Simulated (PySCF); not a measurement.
**Ge(OH)₂: a ladder of methods**

Aim: at the PBE0 minimum of singlet Ge(OH)₂, found before, compare methods on energies and levels.

The runs use PySCF 2.14.0; several methods, basis Ge def2-SVP, O def2-SVP, H def2-SVP, no relativity, density fitting.

### Step 1. Starting geometry

5 atoms, charge 0, spin multiplicity 1.

Bond lengths: Ge1–O2 1.790 Å, Ge1–O3 1.790 Å, O2–H4 0.965 Å, O3–H5 0.965 Å. Angles: O2–Ge1–O3 101.5°, Ge1–O2–H4 119.0°, Ge1–O3–H5 119.0°.

Z-matrix (Å, degrees; charge 0 multiplicity 1):
```
Ge
O  1 1.7901
O  1 1.7901 2 101.45
H  2 0.9650 1 118.96 3 0.00
H  3 0.9650 1 118.96 2 0.00
```

### Step 2. Fields at the lowest minimum

The plane holds Ge1 at (0.00, 0.00), O2 at (1.79, 0.00), O3 at (-0.36, 1.75), H4 at (2.26, 0.84), H5 at (0.38, 2.38) Å. Columns run from x = -2.25 to 4.65 Å, rows from y = 4.65 (top) to -1.95 Å, in steps of 0.3 Å.

Density (cut at 5 e/Å³):

Ten steps from '0' (0.000 e/Å³) to '9' (5.000 e/Å³), finer at the low end (step k begins (100^(k/10) - 1)/99 of the way up):
```
000000000000000000000000
000000000000000000000000
000000000000000000000000
000000000000000000000000
000000000000000000000000
000000112110000000000000
000012334321000000000000
000134566642000000000000
001357888752100000000000
001369998642100000000000
001369998632111110000000
001358997532123321000000
001245776432345642100000
000134566544567863100000
001235799756799863100000
001246999967999863100000
001246999966999963100000
001245899755799752100000
001234566543566531000000
000123444322233210000000
000112222211111100000000
000001111100000000000000
000000000000000000000000
```

ELF (0 where the density is under 0.005 e/Å³):

Ten even steps from '0' (0.00) to '9' (0.99):
```
000000000000000000000000
000000000000000000000000
000000000000000000000000
000000000000000000000000
000000013552000000000000
000011137887100000000000
001343368988400000000000
013677679998500000000000
015788889998200000000000
025798128874000231000000
014787517630005787300000
002477788510048988700000
000135775311269998720000
000012111123579998510000
001221255216778986300000
346641544517810774100000
589862544516701874100000
689984255214788985200000
589997421222578875200000
089999875421256764100000
069999998610013431000000
007999999610000000000000
000789998510000000000000
```

Electrostatic potential (cut at 20 V):

Ten steps from '0' (-2.12 V) to '9' (20.00 V), finer at the low end (step k begins (100^(k/10) - 1)/99 of the way up):
```
444555555555555555555555
444455555555555555555555
444445555555555555555555
444445555666655555555555
444444556666665555555555
443344566776666655555555
433234578887666665555555
332135789997666666555555
320058999997666666655555
321279999987666666665555
332479999876667776665555
443479999776678887665555
444568999877779997665555
455678999987789997655555
555689999998999987655555
556789999999999986555555
555689999999999974444455
455679999998999853344444
445568999987776411344444
444556788876543002344444
444455666665432123344444
444445555555443333444444
444444455555444344444444
```

Along Ge1–O2 (1.790 Å) the density is least, 0.90 e/Å³, about 0.81 Å from Ge1; ELF there is 0.14.

Making the fields ran for 2 s (2 threads of Arm Neoverse V1, shared host).

### Step 3. PBE0

The steps are one call of a driver around PySCF; scf.py gives each level's set-up. Each SCF starts from the density of the minimum. The driver also runs the species with one electron less or more at the same geometry; their logs are not shown.

The input, scf.py:

```python
from pyscf import gto, scf, dft
mol = gto.M(atom='''
Ge     0.000000     0.000000    -0.374593
O      1.371277    -0.199976     0.758582
O     -1.371277     0.199976     0.758582
H      1.200355    -0.175050     1.708015
H     -1.200355     0.175050     1.708015''',
    basis={'Ge': 'def2-SVP', 'O': 'def2-SVP', 'H': 'def2-SVP'},
    charge=0, spin=0)
mf = dft.RKS(mol, xc='PBE0')
mf.grids.atom_grid = (75, 302)
aux = {'Ge': 'def2-universal-JKFIT', 'O': 'def2-universal-JKFIT', 'H': 'def2-universal-JKFIT'}
mf = mf.density_fit(auxbasis=aux)
mf.conv_tol = 1e-08
mf.diis_space = 10
mf.max_cycle = 60
mf.verbose = 4
mf.kernel()
```

Command:

```bash
OMP_NUM_THREADS=2 python axn.py task.json out
```

Standard output:

```text
init E= -2227.89562344403
  HOMO = -0.286611111735686  LUMO = -0.0494587048504371  gap/eV = 6.45325
cycle= 1 E= -2227.89562344403  delta_E= -3.64e-12  |g|= 4.84e-06  |ddm|= 4.97e-06
  HOMO = -0.286611293666366  LUMO = -0.0494589008221284  gap/eV = 6.45325
Extra cycle  E= -2227.89562344403  delta_E= 5.46e-12  |g|= 8.01e-06  |ddm|= 8.18e-06
converged SCF energy = -2227.89562344403
```

This level, with the species of one electron less or more, took 1.9 s.

| Quantity | Value |
| --- | --- |
| energy | -2227.895623 Eh |
| one electron less (charge +1) | -2227.515073 Eh (doublet, ⟨S²⟩ 0.75) |
| one electron more (charge -1) | -2227.865551 Eh (doublet, ⟨S²⟩ 0.75) |
| Mulliken charge of Ge1 | +0.59 e |

### Step 4. HF

Edit scf.py of step 3 so:

```diff
@@ -10,2 +10 @@
-mf = dft.RKS(mol, xc='PBE0')
-mf.grids.atom_grid = (75, 302)
+mf = scf.RHF(mol)
```

Standard output, shortened:

```text
[... the frontier levels of the middle cycles are left out ...]
init E= -2225.89003793834
  HOMO = -0.369611123856926  LUMO = 0.0701271534454637  gap/eV = 11.96589
cycle= 1 E= -2225.91143928995  delta_E= -0.0214  |g|= 0.087  |ddm|= 0.361
  HOMO = -0.379654381518545  LUMO = 0.0618595641674595  gap/eV = 12.01421
cycle= 2 E= -2225.91287198757  delta_E= -0.00143  |g|= 0.0384  |ddm|= 0.106
  HOMO = -0.38158406799943  LUMO = 0.0606146044230016  gap/eV = 12.03284
cycle= 3 E= -2225.91309146323  delta_E= -0.000219  |g|= 0.0092  |ddm|= 0.0236
cycle= 4 E= -2225.91314369385  delta_E= -5.22e-05  |g|= 0.00225  |ddm|= 0.0221
cycle= 5 E= -2225.91314838317  delta_E= -4.69e-06  |g|= 0.000703  |ddm|= 0.00645
cycle= 6 E= -2225.91314875231  delta_E= -3.69e-07  |g|= 0.000295  |ddm|= 0.00154
cycle= 7 E= -2225.91314878665  delta_E= -3.43e-08  |g|= 8.19e-05  |ddm|= 0.000427
cycle= 8 E= -2225.91314878961  delta_E= -2.96e-09  |g|= 7.46e-06  |ddm|= 0.000138
  HOMO = -0.381113261074936  LUMO = 0.0607536919663083  gap/eV = 12.02381
Extra cycle  E= -2225.91314878964  delta_E= -2.64e-11  |g|= 2.57e-06  |ddm|= 1.36e-05
converged SCF energy = -2225.91314878964
```

This level, with the species of one electron less or more, took 0.9 s.

```
energy                        : -2225.913149 Eh
one electron less (charge +1) : -2225.563804 Eh (doublet, ⟨S²⟩ 0.76)
one electron more (charge -1) : -2225.873480 Eh (doublet, ⟨S²⟩ 0.77)
Mulliken charge of Ge1        : +0.88 e
```

### Step 5. PBE

Edit scf.py of step 4 so:

```diff
@@ -10 +10,2 @@
-mf = scf.RHF(mol)
+mf = dft.RKS(mol, xc='PBE')
+mf.grids.atom_grid = (75, 302)
```

Standard output, shortened:

```text
[... the frontier levels of the middle cycles are left out ...]
init E= -2227.84720969699
  HOMO = -0.243923960355568  LUMO = -0.07766714658014  gap/eV = 4.52408
cycle= 1 E= -2227.84924637251  delta_E= -0.00204  |g|= 0.0927  |ddm|= 0.21
  HOMO = -0.242960107918891  LUMO = -0.0760486832818175  gap/eV = 4.54189
cycle= 2 E= -2227.84587370025  delta_E= 0.00337  |g|= 0.157  |ddm|= 0.157
  HOMO = -0.242061606873574  LUMO = -0.0749568044029401  gap/eV = 4.54715
cycle= 3 E= -2227.85032417937  delta_E= -0.00445  |g|= 0.042  |ddm|= 0.122
cycle= 4 E= -2227.8505851172  delta_E= -0.000261  |g|= 0.00425  |ddm|= 0.0259
cycle= 5 E= -2227.8505894142  delta_E= -4.3e-06  |g|= 0.000649  |ddm|= 0.00558
cycle= 6 E= -2227.85058950433  delta_E= -9.01e-08  |g|= 7.06e-05  |ddm|= 0.000766
cycle= 7 E= -2227.85058950547  delta_E= -1.14e-09  |g|= 1.74e-05  |ddm|= 9.83e-05
  HOMO = -0.242914705543904  LUMO = -0.0760078413152061  gap/eV = 4.54177
Extra cycle  E= -2227.8505895052  delta_E= 2.71e-10  |g|= 4e-05  |ddm|= 5.71e-05
converged SCF energy = -2227.8505895052
```

This level, with the species of one electron less or more, took 6.4 s.

* energy: -2227.850590 Eh
* one electron less (charge +1): -2227.474988 Eh (doublet, ⟨S²⟩ 0.75)
* one electron more (charge -1): -2227.812683 Eh (doublet, ⟨S²⟩ 0.75)
* Mulliken charge of Ge1: +0.47 e

### Step 6. B3LYP

Edit scf.py of step 5 so:

```diff
@@ -10 +10 @@
-mf = dft.RKS(mol, xc='PBE')
+mf = dft.RKS(mol, xc='B3LYP')
```

Standard output:

```text
init E= -2228.36456597601
  HOMO = -0.280280715662391  LUMO = -0.0571352422538349  gap/eV = 6.07210
cycle= 1 E= -2228.36494983327  delta_E= -0.000384  |g|= 0.05  |ddm|= 0.0875
  HOMO = -0.279122563423557  LUMO = -0.0559648427761394  gap/eV = 6.07243
cycle= 2 E= -2228.36419383743  delta_E= 0.000756  |g|= 0.0811  |ddm|= 0.076
  HOMO = -0.279555748924082  LUMO = -0.0565041886267235  gap/eV = 6.06954
cycle= 3 E= -2228.36530130993  delta_E= -0.00111  |g|= 0.0077  |ddm|= 0.0532
  HOMO = -0.279667965996075  LUMO = -0.0565677284087678  gap/eV = 6.07087
cycle= 4 E= -2228.36531190475  delta_E= -1.06e-05  |g|= 0.000597  |ddm|= 0.00474
  HOMO = -0.279812263783248  LUMO = -0.0566786088351239  gap/eV = 6.07178
cycle= 5 E= -2228.36531196755  delta_E= -6.28e-08  |g|= 0.000157  |ddm|= 0.00107
  HOMO = -0.279792209238036  LUMO = -0.0566598929860702  gap/eV = 6.07174
cycle= 6 E= -2228.3653119736  delta_E= -6.05e-09  |g|= 2.72e-05  |ddm|= 0.000194
  HOMO = -0.279789064738496  LUMO = -0.0566578679962655  gap/eV = 6.07171
Extra cycle  E= -2228.36531197335  delta_E= 2.47e-10  |g|= 4.59e-05  |ddm|= 5.8e-05
converged SCF energy = -2228.36531197335
```

This level, with the species of one electron less or more, ran for 4.7 s (2 threads of Arm Neoverse V1, shared host).

```
energy                        : -2228.365312 Eh
one electron less (charge +1) : -2227.980510 Eh (doublet, ⟨S²⟩ 0.75)
one electron more (charge -1) : -2228.331961 Eh (doublet, ⟨S²⟩ 0.75)
Mulliken charge of Ge1        : +0.56 e
```

### Step 7. r2SCAN

Edit scf.py of step 6 so:

```diff
@@ -10,2 +10,2 @@
-mf = dft.RKS(mol, xc='B3LYP')
-mf.grids.atom_grid = (75, 302)
+mf = dft.RKS(mol, xc='R2SCAN')
+mf.grids.atom_grid = (90, 434)
```

Standard output:

```text
init E= -2228.23663571484
  HOMO = -0.257500116703778  LUMO = -0.0768351229280611  gap/eV = 4.91614
cycle= 1 E= -2228.23764377912  delta_E= -0.00101  |g|= 0.021  |ddm|= 0.103
  HOMO = -0.254238979450725  LUMO = -0.0746207141537099  gap/eV = 4.88766
cycle= 2 E= -2228.23743652317  delta_E= 0.000207  |g|= 0.0374  |ddm|= 0.0524
  HOMO = -0.254750012888663  LUMO = -0.0748211677542354  gap/eV = 4.89611
cycle= 3 E= -2228.23775151484  delta_E= -0.000315  |g|= 0.00673  |ddm|= 0.0302
  HOMO = -0.255210395537016  LUMO = -0.075168382184406  gap/eV = 4.89919
cycle= 4 E= -2228.23775761266  delta_E= -6.1e-06  |g|= 0.000768  |ddm|= 0.00402
  HOMO = -0.255309791280811  LUMO = -0.0752379627403075  gap/eV = 4.90000
cycle= 5 E= -2228.23775772016  delta_E= -1.07e-07  |g|= 0.000213  |ddm|= 0.00105
  HOMO = -0.255278268597447  LUMO = -0.0752116661496824  gap/eV = 4.89986
cycle= 6 E= -2228.23775772999  delta_E= -9.84e-09  |g|= 3.02e-05  |ddm|= 0.000253
  HOMO = -0.255273480584454  LUMO = -0.0752091565868498  gap/eV = 4.89980
Extra cycle  E= -2228.2377577296  delta_E= 3.94e-10  |g|= 5.37e-05  |ddm|= 7.38e-05
converged SCF energy = -2228.2377577296
```

This level, with the species of one electron less or more, took 12 s.

```
energy                        : -2228.237758 Eh
one electron less (charge +1) : -2227.859102 Eh (doublet, ⟨S²⟩ 0.75)
one electron more (charge -1) : -2228.207635 Eh (doublet, ⟨S²⟩ 0.76)
Mulliken charge of Ge1        : +0.56 e
```

### Step 8. TPSSh

Edit scf.py of step 7 so:

```diff
@@ -10 +10 @@
-mf = dft.RKS(mol, xc='R2SCAN')
+mf = dft.RKS(mol, xc='TPSSH')
```

Standard output, shortened:

```text
[... the frontier levels of the middle cycles are left out ...]
init E= -2228.27941287928
  HOMO = -0.265015556458612  LUMO = -0.0653779590262329  gap/eV = 5.43242
cycle= 1 E= -2228.28012941541  delta_E= -0.000717  |g|= 0.053  |ddm|= 0.0804
  HOMO = -0.264455784521638  LUMO = -0.0649387296383335  gap/eV = 5.42914
cycle= 2 E= -2228.28010000086  delta_E= 2.94e-05  |g|= 0.0558  |ddm|= 0.048
  HOMO = -0.263492142457574  LUMO = -0.0640404357385154  gap/eV = 5.42736
cycle= 3 E= -2228.2803685668  delta_E= -0.000269  |g|= 0.00308  |ddm|= 0.0276
cycle= 4 E= -2228.28037010052  delta_E= -1.53e-06  |g|= 0.00118  |ddm|= 0.00322
cycle= 5 E= -2228.28037037033  delta_E= -2.7e-07  |g|= 0.000318  |ddm|= 0.00121
cycle= 6 E= -2228.28037039439  delta_E= -2.41e-08  |g|= 3.44e-05  |ddm|= 0.000289
cycle= 7 E= -2228.28037039466  delta_E= -2.67e-10  |g|= 4.65e-06  |ddm|= 3.58e-05
  HOMO = -0.263945038961503  LUMO = -0.0644182605728036  gap/eV = 5.42940
Extra cycle  E= -2228.28037039464  delta_E= 1.91e-11  |g|= 9.11e-06  |ddm|= 1.08e-05
converged SCF energy = -2228.28037039464
```

This level, with the species of one electron less or more, took 12 s.

```
energy                        : -2228.280370 Eh
one electron less (charge +1) : -2227.903446 Eh (doublet, ⟨S²⟩ 0.75)
one electron more (charge -1) : -2228.247786 Eh (doublet, ⟨S²⟩ 0.75)
Mulliken charge of Ge1        : +0.56 e
```

### Step 9. M06-L

Edit scf.py of step 8 so:

```diff
@@ -10 +10 @@
-mf = dft.RKS(mol, xc='TPSSH')
+mf = dft.RKS(mol, xc='M06L')
```

Standard output, shortened:

```text
[... the frontier levels of the middle cycles are left out ...]
init E= -2228.23970411436
  HOMO = -0.247057419766558  LUMO = -0.0671349699582593  gap/eV = 4.89594
cycle= 1 E= -2228.24192066705  delta_E= -0.00222  |g|= 0.0435  |ddm|= 0.157
  HOMO = -0.248281057172409  LUMO = -0.0677763120748769  gap/eV = 4.91178
cycle= 2 E= -2228.24157726129  delta_E= 0.000343  |g|= 0.0586  |ddm|= 0.0624
  HOMO = -0.248450740430536  LUMO = -0.0680319831547491  gap/eV = 4.90944
cycle= 3 E= -2228.24213754478  delta_E= -0.00056  |g|= 0.0162  |ddm|= 0.0454
cycle= 4 E= -2228.24218227256  delta_E= -4.47e-05  |g|= 0.00113  |ddm|= 0.0104
cycle= 5 E= -2228.24218252761  delta_E= -2.55e-07  |g|= 0.000364  |ddm|= 0.00185
cycle= 6 E= -2228.24218256642  delta_E= -3.88e-08  |g|= 2.72e-05  |ddm|= 0.000529
cycle= 7 E= -2228.24218256657  delta_E= -1.54e-10  |g|= 2.23e-06  |ddm|= 5.02e-05
  HOMO = -0.247987169979802  LUMO = -0.067587433729086  gap/eV = 4.90893
Extra cycle  E= -2228.24218256656  delta_E= 1.09e-11  |g|= 4.34e-06  |ddm|= 7.03e-06
converged SCF energy = -2228.24218256656
```

This level, with the species of one electron less or more, took 16 s.

- energy: -2228.242183 Eh
- one electron less (charge +1): -2227.862475 Eh (doublet, ⟨S²⟩ 0.75)
- one electron more (charge -1): -2228.202063 Eh (doublet, ⟨S²⟩ 0.75)
- Mulliken charge of Ge1: +0.65 e

### Step 10. BHandHLYP

Edit scf.py of step 9 so:

```diff
@@ -10,2 +10,2 @@
-mf = dft.RKS(mol, xc='M06L')
-mf.grids.atom_grid = (90, 434)
+mf = dft.RKS(mol, xc='BHANDHLYP')
+mf.grids.atom_grid = (75, 302)
```

Standard output, shortened:

```text
[... the frontier levels of the middle cycles are left out ...]
init E= -2228.21718448271
  HOMO = -0.323146944660271  LUMO = -0.0166817491774314  gap/eV = 8.33934
cycle= 1 E= -2228.21915135489  delta_E= -0.00197  |g|= 0.0582  |ddm|= 0.13
  HOMO = -0.325246629164462  LUMO = -0.0189490966838899  gap/eV = 8.33478
cycle= 2 E= -2228.21901803686  delta_E= 0.000133  |g|= 0.061  |ddm|= 0.0711
  HOMO = -0.326138942363957  LUMO = -0.0197151549661143  gap/eV = 8.33822
cycle= 3 E= -2228.21969370048  delta_E= -0.000676  |g|= 0.00775  |ddm|= 0.0399
cycle= 4 E= -2228.21970223441  delta_E= -8.53e-06  |g|= 0.00142  |ddm|= 0.00443
cycle= 5 E= -2228.21970268984  delta_E= -4.55e-07  |g|= 0.000381  |ddm|= 0.00205
cycle= 6 E= -2228.21970273216  delta_E= -4.23e-08  |g|= 5.2e-05  |ddm|= 0.000542
cycle= 7 E= -2228.21970273441  delta_E= -2.25e-09  |g|= 8.71e-06  |ddm|= 0.000143
  HOMO = -0.325817859850224  LUMO = -0.019445321582432  gap/eV = 8.33682
Extra cycle  E= -2228.21970273444  delta_E= -2.55e-11  |g|= 5.26e-06  |ddm|= 1.42e-05
converged SCF energy = -2228.21970273444
```

This level, with the species of one electron less or more, ran for 5.6 s (2 threads of Arm Neoverse V1, shared host).

| Property | Result |
| --- | --- |
| energy | -2228.219703 Eh |
| one electron less (charge +1) | -2227.836118 Eh (doublet, ⟨S²⟩ 0.76) |
| one electron more (charge -1) | -2228.188985 Eh (doublet, ⟨S²⟩ 0.76) |
| Mulliken charge of Ge1 | +0.69 e |

### Step 11. The ladder

| level | atomisation energy (kJ/mol) | vertical ionisation energy (eV) | vertical electron affinity (eV) | −ε(HOMO) (eV) | gap (eV) | dipole (D) | wall time |
| --- | --- | --- | --- | --- | --- | --- | --- |
| PBE0 | 1707 | 10.36 | -0.82 | 7.80 | 6.45 | 1.88 | 1.9 s |
| HF | 1093 | 9.51 | -1.08 | 10.37 | 12.02 | 1.77 | 0.9 s |
| PBE | 1792 | 10.22 | -1.03 | 6.61 | 4.54 | 1.98 | 6.4 s |
| B3LYP | 1725 | 10.47 | -0.91 | 7.61 | 6.07 | 1.82 | 4.7 s |
| r2SCAN | – | 10.30 | -0.82 | 6.95 | 4.90 | 2.00 | 12 s |
| TPSSh | 1704 | 10.26 | -0.89 | 7.18 | 5.43 | 1.94 | 12 s |
| M06-L | – | 10.33 | -1.09 | 6.75 | 4.91 | 1.75 | 16 s |
| BHandHLYP | 1618 | 10.44 | -0.84 | 8.87 | 8.34 | 1.73 | 5.6 s |

Times are for 2 threads of Arm Neoverse V1, shared host; PBE0 starts from its own converged density, so its time is not comparable. A dash stands where a species or a free atom was not run at that level, or the quantity is not defined.

Atomisation goes to high-spin atoms in their ground configurations, run at the same level, without zero-point energy.

### Step 12. Summary of results

```
                         quantity                           value
        atomisation energy, range  1093 (HF) to 1792 (PBE) kJ/mol
vertical ionisation energy, range   9.51 (HF) to 10.47 (B3LYP) eV
       vertical electron affinity          negative in this basis
               orbital gap, range     4.54 (PBE) to 12.02 (HF) eV
```

In words: The atomisation energy spreads over 699 kJ/mol, from HF to PBE; without a CCSD(T) value for it there is no yardstick here. A negative electron affinity (at every level) reflects the basis more than the molecule, so no ranking is made on it; without diffuse functions even a bound anion can come out this way.
